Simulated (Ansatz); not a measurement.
# C2H6O2Se: small, medium and large basis sets

The task here is to estimate one member of a computed series from the others.

Method: one geometry, several basis sets; program: Ansatz 0.2.0, Gaussian basis.

Levels to be run: PBE0-D4/def2-SVP; ωB97M-V/def2-SVP; PBE0-D4/def2-QZVPP; ωB97M-V/def2-QZVPP; the functionals' def2-TZVPP values are taken from earlier runs.

## Structure used throughout

All runs share one geometry, relaxed beforehand with PBE0-D4 in a triple-zeta def2 set.

SMILES `C[Se]C(O)O`, 11 atoms, charge 0, spin multiplicity 1.

Atoms are counted from 1 here; the program's logs count them from 0.

Bond lengths: C1–Se2 1.941 Å, C1–H6 1.090 Å, C1–H7 1.089 Å, C1–H8 1.087 Å, Se2–C3 1.970 Å, C3–O4 1.391 Å, C3–O5 1.384 Å, C3–H9 1.093 Å, O4–H10 0.964 Å, O5–H11 0.965 Å. Angles: Se2–C1–H6 106.3°, Se2–C1–H7 110.5°, Se2–C1–H8 109.7°, H6–C1–H7 109.4°, H6–C1–H8 110.1°, H7–C1–H8 110.8°, C1–Se2–C3 98.8°, Se2–C3–O4 107.8°, Se2–C3–O5 108.8°, Se2–C3–H9 109.3°, O4–C3–O5 113.2°, O4–C3–H9 111.8°, O5–C3–H9 105.9°, C3–O4–H10 107.7°, C3–O5–H11 107.5°.

The first run:

in.yaml

```yaml
crystal:
  periodic: [false, false, false]
  atoms:
    - {symbol: C, position_ang: [-1.370307, 0.393047, 1.259084]}
    - {symbol: Se, position_ang: [0.513670, 0.809599, 1.048302]}
    - {symbol: C, position_ang: [0.778367, 0.096391, -0.768539]}
    - {symbol: O, position_ang: [0.102150, -1.116136, -0.850751]}
    - {symbol: O, position_ang: [2.136226, -0.019989, -1.009370]}
    - {symbol: H, position_ang: [-1.637359, 0.689064, 2.273106]}
    - {symbol: H, position_ang: [-1.967856, 0.961129, 0.548060]}
    - {symbol: H, position_ang: [-1.526588, -0.674136, 1.127425]}
    - {symbol: H, position_ang: [0.405937, 0.819494, -1.498878]}
    - {symbol: H, position_ang: [0.129950, -1.405858, -1.769974]}
    - {symbol: H, position_ang: [2.501310, -0.609607, -0.337963]}
basis:
  gaussian: {orbitals: def2-SVP}
hamiltonian: {xc: pbe0, dispersion: d4}
output: {orbitals: {seedname: orbitals}}
```

Among the steps run: PBE0-D4 in def2-SVP; ωB97M-V in def2-SVP; PBE0-D4 in def2-QZVPP; ωB97M-V in def2-QZVPP.

One of the session's tables, all rows but one given; the rest of the session is left out.

It belongs to the step «Density functionals: the series». 

```
functional       basis  HOMO (eV)  LUMO (eV)
   PBE0-D4    def2-SVP      -6.12       0.59
   PBE0-D4  def2-TZVPP      -6.29       0.20
   PBE0-D4  def2-QZVPP      -6.33       0.05
   ωB97M-V    def2-SVP      -8.33       2.61
   ωB97M-V  def2-TZVPP      -8.51       2.01
   ωB97M-V  def2-QZVPP          ?          ?
```

**Question.** Estimate the row for ωB97M-V, def2-QZVPP.

The run gave: HOMO (eV): -8.54; LUMO (eV): 1.60. In the column «HOMO (eV)» it is the lowest.
